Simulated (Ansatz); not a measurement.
# Ge4MoW: the cost of one run

Computed with Ansatz 0.2.0 (DFT PBE, scalar-relativistic, plane waves, PAW, unless a step's input says otherwise).

1 further run of the same task is left out (set aside as unsound or not needed). Runs told in other sessions of the task aren't counted.

## (1) The starting structure

It takes space group Cmmm (No. 65, orthorhombic). The conventional cell has a = 4.724 Å, b = 8.286 Å, c = 4.723 Å, α = 90.00°, β = 90.00°, γ = 90.00°. Around Ge (site symmetry m2m) lie 5 Ge at 2.69 to 2.77 Å and 2 W at 2.72 Å and 3 Mo at 2.72 to 2.80 Å. Around Ge (site symmetry m2m) lie 5 Ge at 2.68 to 2.78 Å and 2 Mo at 2.72 Å and 3 W at 2.72 to 2.80 Å. Mo (site symmetry mmm) is surrounded by 10 Ge at 2.72 to 2.80 Å. Around W (site symmetry mmm) lie 10 Ge at 2.72 to 2.80 Å.

As a file:

```
CELL_PARAMETERS angstrom
2.36198 -4.14314 0.00000
2.36198 4.14314 0.00000
0.00000 0.00000 4.72344
ATOMIC_POSITIONS crystal
Ge 0.33769 0.66231 0.00000
Ge 0.83812 0.16188 0.50000
Ge 0.66231 0.33769 0.00000
Ge 0.16188 0.83812 0.50000
Mo 0.00000 0.00000 0.00000
W 0.50000 0.50000 0.50000
```

The cell was relaxed beforehand at this level, from a generated guess; it needn't be the stable form of this composition. At a tolerance of 0.05 Å it has space group Cmmm (No. 65); it has 15.41 Å³/atom, an uncorrected energy of -0.04 eV/atom over the elements and, on its mesh, gap none (metal).

## (2) Volume × 0.97

File input.yaml:

```yaml
crystal:
  lattice:
    - [2.3381168172, -4.1012858537, 0.0]
    - [2.3381168172, 4.1012858537, 0.0]
    - [0.0, 0.0, 4.6757228468]
  atoms:
    - { symbol: Ge, position: [0.337686, 0.662314, 0.0] }
    - { symbol: Ge, position: [0.838124, 0.161876, 0.5] }
    - { symbol: Ge, position: [0.662314, 0.337686, 0.0] }
    - { symbol: Ge, position: [0.161876, 0.838124, 0.5] }
    - { symbol: Mo, position: [0.0, 0.0, 0.0] }
    - { symbol: W, position: [0.5, 0.5, 0.5] }
basis:
  ecutwfc: 420
kpoints:
  mp_grid: { grid: [10, 10, 8] }
hamiltonian:
  xc: pbe
scf:
  occupations: { method: gaussian, width: 0.1 }
output:
  forces: true
  stress: true
  eigenvalues: true
relax:
  adjacent_minimum: "off"
  f_tol: 0.01
  max_steps: 30
  cell: { stress_tol: 0.1, fix: [volume] }
```

The run is started by

```
ansatz run input.yaml --threads 4 --pin off --max-ram 8192MiB --backend cpu --events-out ev --progress --plain --runs-dir out
```

What time and memory should one allow on 4 threads of Arm Neoverse V2, shared host?

About 39 s, with a peak of 0.82 GiB.
